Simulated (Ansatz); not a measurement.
# C₂H₅BN₂: up Jacob's ladder to CCSD(T)

An exercise on one series of results from a longer session: the logs are not shown, and one member is left open.

Program: Ansatz 0.2.0, Gaussian basis. Level of theory: functionals in def2-TZVPP, the program's frozen cores in correlated methods. These are calculated values, not measurements.

Plan: LDA (SPW92), PBE-D4, revPBE-D4, BLYP-D4, r2SCAN-D4, B97M-V, PBE0-D4, B3LYP-D4, r2SCANh-D4, r2SCAN0-D4, HSE06-D4, BHLYP-D4, CAM-B3LYP-D4, LC-ωPBE, ωB97X-V, ωB97M-V, B2PLYP, PBE-QIDH; CCSD(T)/def2-SVP; CCSD(T)/def2-TZVPP; MP2/def2-QZVPP; extrapolation to the limit; RPA on PBE.

## Structure used throughout

The geometry comes from an earlier relaxation with PBE0-D4 in a triple-zeta def2 set; it is a stationary point, not always the lowest conformer.

SMILES `NC1=NCB1`, 10 atoms, charge 0, spin multiplicity 1.

Atoms are counted from 1 here; the program's logs count them from 0.

Bond lengths: N1–C2 1.328 Å, N1–H6 1.007 Å, N1–H7 1.002 Å, C2–N3 1.321 Å, C2–B5 1.509 Å, N3–C4 1.500 Å, C4–B5 1.556 Å, C4–H8 1.089 Å, C4–H9 1.087 Å, B5–H10 1.194 Å. Angles: C2–N1–H6 119.7°, C2–N1–H7 120.2°, H6–N1–H7 118.6°, N1–C2–N3 126.6°, N1–C2–B5 149.8°, N3–C2–B5 79.3°, C2–N3–C4 99.8°, N3–C4–B5 72.7°, N3–C4–H8 113.1°, N3–C4–H9 111.8°, B5–C4–H8 119.9°, B5–C4–H9 120.8°, H8–C4–H9 111.8°, C2–B5–C4 89.6°, C2–B5–H10 127.7°, C4–B5–H10 131.6°.

Coordinates:

| atom | x (Å) | y (Å) | z (Å) |
| --- | --- | --- | --- |
| N1 | 0.38410 | -1.55698 | -1.05445 |
| C2 | 0.19404 | -0.47287 | -0.31210 |
| N3 | -0.96042 | -0.02988 | 0.15347 |
| C4 | -0.46404 | 0.91193 | 1.20968 |
| B5 | 0.56154 | 0.94781 | 0.03962 |
| H6 | -0.39938 | -2.14575 | -1.28781 |
| H7 | 1.24423 | -1.68229 | -1.55356 |
| H8 | -1.12944 | 1.75838 | 1.37491 |
| H9 | -0.23289 | 0.39435 | 2.13660 |
| H10 | 0.88547 | 1.82401 | -0.70336 |

Set-up of the first run:

File in.yaml:

```yaml
crystal:
  periodic: [false, false, false]
  atoms:
    - {symbol: N, position_ang: [0.384095, -1.556978, -1.054450]}
    - {symbol: C, position_ang: [0.194038, -0.472869, -0.312104]}
    - {symbol: N, position_ang: [-0.960415, -0.029884, 0.153471]}
    - {symbol: C, position_ang: [-0.464045, 0.911928, 1.209684]}
    - {symbol: B, position_ang: [0.561541, 0.947807, 0.039622]}
    - {symbol: H, position_ang: [-0.399385, -2.145750, -1.287811]}
    - {symbol: H, position_ang: [1.244230, -1.682288, -1.553561]}
    - {symbol: H, position_ang: [-1.129440, 1.758376, 1.374910]}
    - {symbol: H, position_ang: [-0.232890, 0.394346, 2.136596]}
    - {symbol: H, position_ang: [0.885471, 1.824009, -0.703357]}
basis:
  gaussian: {orbitals: def2-TZVPP}
hamiltonian: {xc: lda}
output: {orbitals: {seedname: orbitals}}
```

The run is started by

```bash
$ ansatz run in.yaml --threads 2 --pin off --events-out ev --progress --plain --max-ram 4352MiB
```

Among the steps run: LDA; PBE-D4 (GGA); revPBE-D4 (GGA); BLYP-D4 (GGA); r2SCAN-D4 (meta-GGA); B97M-V (meta-GGA); B3LYP-D4 (hybrid); r2SCANh-D4 (hybrid); r2SCAN0-D4 (hybrid); HSE06-D4 (hybrid); BHLYP-D4 (hybrid); CAM-B3LYP-D4 (range-separated); LC-ωPBE (range-separated); ωB97X-V (range-separated); ωB97M-V (range-separated); B2PLYP (double hybrid); PBE-QIDH (double hybrid).

One of the session's tables, all rows but one given; the rest of the session is left out.

It belongs to the step «Frontier levels by functional». 

```
  functional  HOMO (eV)  gap (eV)
 LDA (SPW92)      -5.60      4.32
      PBE-D4      -5.45      4.42
   revPBE-D4      -5.39      4.45
     BLYP-D4      -5.33      4.41
   r2SCAN-D4      -5.64      4.86
      B97M-V      -5.71      4.96
     PBE0-D4      -6.67      6.66
    B3LYP-D4      -6.47      6.19
  r2SCANh-D4      -6.10      5.70
  r2SCAN0-D4      -6.80      6.95
    HSE06-D4      -6.27      5.88
    BHLYP-D4      -7.78      8.73
CAM-B3LYP-D4      -8.02      9.05
     LC-ωPBE      -9.34     11.54
     ωB97X-V      -8.99     11.09
     ωB97M-V          ?         ?
```

Estimate the missing values for ωB97M-V.

**Answer.** HOMO (eV): -8.91; gap (eV): 10.75. In the column «HOMO (eV)» it lies between ωB97X-V (-8.99) and CAM-B3LYP-D4 (-8.02).
